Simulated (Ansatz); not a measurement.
# Fe (Im-3m): equation of state

An exercise on one series of results from a longer session: the logs are not shown, and one member is left open.

The COD entry's cell or inner coordinates are ideal or old and differ from later refinements, so a difference from it is no clean test against experiment.

Program: Ansatz 0.2.0. Level of theory: DFT r²SCAN, scalar-relativistic, plane waves, PAW. These are calculated values, not measurements.

## Starting point

Symmetry: Im-3m, No. 229, cubic system. Conventional cell: a = 2.868 Å, b = 2.868 Å, c = 2.868 Å, α = 90.00°, β = 90.00°, γ = 90.00°. Fe (site symmetry m-3m) is surrounded by 8 Fe at 2.48 Å.

As a file:

```
CELL_PARAMETERS angstrom
-1.43412 1.43412 1.43412
1.43412 -1.43412 1.43412
1.43412 1.43412 -1.43412
ATOMIC_POSITIONS crystal
Fe 0.00000 0.00000 0.00000
```

This cell comes from an earlier session at r²SCAN: 11.798 Å³/atom at 0.00 GPa, on a 22×22×22 mesh.

Volume factors to run: 0.980, 1.020, 0.960, 1.040.

Set-up of the first run:

File input.yaml:

```yaml
crystal:
  lattice:
    - [-1.4244927995, 1.4244927995, 1.4244927995]
    - [1.4244927995, -1.4244927995, 1.4244927995]
    - [1.4244927995, 1.4244927995, -1.4244927995]
  atoms:
    - { symbol: Fe, position: [0.0, 0.0, 0.0], spin: 3.1 }
basis:
  ecutwfc: 500
  ecutrho_ratio: 4
kpoints:
  mp_grid: { grid: [22, 22, 22] }
hamiltonian:
  xc: r2scan
scf:
  occupations: { method: gaussian, width: 0.05 }
output:
  forces: true
  stress: true
  eigenvalues: true
  populations: true
magnetization:
  spin_polarized: true
```

Launch:

```sh
ansatz run input.yaml --threads 1 --pin off --max-ram 2560MiB --backend cpu --events-out ev --progress --plain --runs-dir out
```

Steps of the session up to this table: Scaling the volume by 0.980; At 1.020 of the relaxed volume; Scaling the volume by 0.960; At 1.040 of the relaxed volume.

One table of the session follows, with a row left open; its other results are not shown here.

It belongs to the step «Energy and pressure against volume». 

| volume (Å³/atom) | energy (meV/atom) | pressure (GPa) | moment of atom 1 (μB) |
| --- | --- | --- | --- |
| 11.326 | 11.15 | 7.43 | 2.75 |
| 11.562 | ? | ? | ? |
| 11.798 | 0.00 | 0.00 | 2.82 |
| 12.034 | 2.72 | -3.74 | 2.83 |
| 12.270 | 10.85 | -7.11 | 2.85 |

Q: Estimate the row for volume (Å³/atom) = 11.562 from the others.

Worked estimate for «energy (meV/atom)». A straight line through the neighbours (11.326, 11.15) and (11.798, 0.00) gives 11.15 + (0.00 − 11.15) × (11.562 − 11.326) / (11.798 − 11.326) = 5.58; a parabola fitted to 3 rows on both sides gives 2.81.

As computed: energy (meV/atom): 2.90; pressure (GPa): 3.85; moment of atom 1 (μB): 2.80. In «energy (meV/atom)» the line misses by +2.68 and the parabola by -0.09.

To keep in mind: Warnings in the runs' records: stability check not made.
